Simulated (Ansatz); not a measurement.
# Cl2H4N2Si: one species, many methods

The task here is to estimate one member of a computed series from the others.

The runs use Ansatz 0.2.0, Gaussian basis; functionals in def2-TZVPP, the program's frozen cores in correlated methods.

Levels to be run: LDA (SPW92), PBE-D4, revPBE-D4, BLYP-D4, r2SCAN-D4, B97M-V, PBE0-D4, B3LYP-D4, r2SCANh-D4, r2SCAN0-D4, HSE06-D4, BHLYP-D4, CAM-B3LYP-D4, LC-ωPBE, ωB97X-V, ωB97M-V, B2PLYP, PBE-QIDH; CCSD(T)/def2-SVP; CCSD(T)/def2-TZVPP; MP2/def2-QZVPP; extrapolation to the limit; RPA on PBE.

### Structure used throughout

An earlier PBE0-D4 in a triple-zeta def2 set relaxation fixed the geometry.

SMILES `N[Si](N)(Cl)Cl`, 9 atoms, charge 0, spin multiplicity 1.

Atoms are counted from 1 here; the program's logs count them from 0.

Bond lengths: N1–Si2 1.689 Å, N1–H6 1.007 Å, N1–H7 1.006 Å, Si2–N3 1.689 Å, Si2–Cl4 2.056 Å, Si2–Cl5 2.056 Å, N3–H8 1.006 Å, N3–H9 1.007 Å. Angles: Si2–N1–H6 120.0°, Si2–N1–H7 120.6°, H6–N1–H7 112.5°, N1–Si2–N3 109.0°, N1–Si2–Cl4 116.6°, N1–Si2–Cl5 104.7°, N3–Si2–Cl4 104.7°, N3–Si2–Cl5 116.6°, Cl4–Si2–Cl5 105.6°, Si2–N3–H8 120.6°, Si2–N3–H9 120.0°, H8–N3–H9 112.5°.

Set-up of the first run:

File in.yaml:

```yaml
crystal:
  periodic: [false, false, false]
  atoms:
    - {symbol: N, position_ang: [0.003289, 1.371336, -0.521466]}
    - {symbol: Si, position_ang: [-0.064353, -0.306402, -0.338012]}
    - {symbol: N, position_ang: [0.186371, -0.691654, 1.287340]}
    - {symbol: Cl, position_ang: [-1.844165, -1.215706, -0.820861]}
    - {symbol: Cl, position_ang: [1.312172, -1.033870, -1.680998]}
    - {symbol: H, position_ang: [-0.582563, 1.963608, 0.044631]}
    - {symbol: H, position_ang: [0.215450, 1.780145, -1.416098]}
    - {symbol: H, position_ang: [-0.140628, -1.566288, 1.662287]}
    - {symbol: H, position_ang: [1.002926, -0.347369, 1.766076]}
basis:
  gaussian: {orbitals: def2-TZVPP}
hamiltonian: {xc: lda}
output: {orbitals: {seedname: orbitals}}
```

On the command line:

```console
> ansatz run in.yaml --threads 4 --pin off --events-out ev --progress --plain --max-ram 10444MiB
```

Among the steps run: LDA; PBE-D4 (GGA); revPBE-D4 (GGA); BLYP-D4 (GGA); r2SCAN-D4 (meta-GGA); B97M-V (meta-GGA); B3LYP-D4 (hybrid); r2SCANh-D4 (hybrid); r2SCAN0-D4 (hybrid); HSE06-D4 (hybrid); BHLYP-D4 (hybrid); CAM-B3LYP-D4 (range-separated); LC-ωPBE (range-separated); ωB97X-V (range-separated); ωB97M-V (range-separated); B2PLYP (double hybrid); PBE-QIDH (double hybrid).

One table of the session follows, with a row left open; its other results are not shown here.

It belongs to the step «Frontier levels by functional». 

```
  functional  HOMO (eV)  LUMO (eV)  gap (eV)
 LDA (SPW92)      -6.70      -0.38      6.32
      PBE-D4      -6.53      -0.22      6.31
   revPBE-D4      -6.47      -0.14      6.33
     BLYP-D4      -6.39      -0.23      6.16
   r2SCAN-D4      -6.87       0.43      7.29
      B97M-V      -6.95       0.05      7.01
     PBE0-D4      -7.99       0.65      8.65
    B3LYP-D4      -7.72       0.30      8.03
  r2SCANh-D4      -7.41       0.71      8.12
  r2SCAN0-D4          ?          ?         ?
    HSE06-D4      -7.59       0.29      7.88
    BHLYP-D4      -9.34       1.30     10.65
CAM-B3LYP-D4      -9.41       1.44     10.86
     LC-ωPBE     -10.86       2.79     13.65
     ωB97X-V     -10.46       2.56     13.02
     ωB97M-V     -10.33       2.10     12.43
```

**Question.** Estimate the row for r2SCAN0-D4.

Worked estimate for «HOMO (eV)». Against the share of exact exchange, r2SCAN-D4 (0, -6.87), r2SCANh-D4 (0.1, -7.41) give a slope of -5.40 per unit share; at 0.25 the line stands at -8.22.

As computed: HOMO (eV): -8.23; LUMO (eV): 1.10; gap (eV): 9.33. In «HOMO (eV)» the line misses by +0.01.
